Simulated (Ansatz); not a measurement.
Input of an Ansatz 0.2.0 run:

input.yaml

```yaml
crystal:
  lattice:
    - [0.0, 2.74797926, 2.74797926]
    - [2.74797926, 0.0, 2.74797926]
    - [2.74797926, 2.74797926, 0.0]
  atoms:
    - { symbol: W, position: [0.0, 0.0, 0.0] }
    - { symbol: Au, position: [0.75, 0.75, 0.75] }
hamiltonian:
  xc: pbe
  pseudopotentials: { kind: paw }
kpoints:
  mp_grid: { grid: [8, 8, 8] }
scf:
  occupations: { method: gaussian, width: 0.011 }
output:
  forces: true
  stress: true
  eigenvalues: true
  write_density: true
  write_potential: true
  elf: true
  volumetric_format: npy
```

Potentials or basis: Ansatz PAW.

Command:

```bash
$ ansatz run input.yaml --threads 2 --pin off --max-ram 5632MiB --backend cpu --events-out ev --progress --plain --runs-dir out
```

(1) Predict the pressure.

(2) Predict the band gap on the k mesh.

Results:

(1) 32.7 GPa.

(2) none (metal or under the smearing width).

Caveat: a pressure of tens of GPa on the cell as given is suspect, and the run, the potentials or the cell itself is likely at fault.
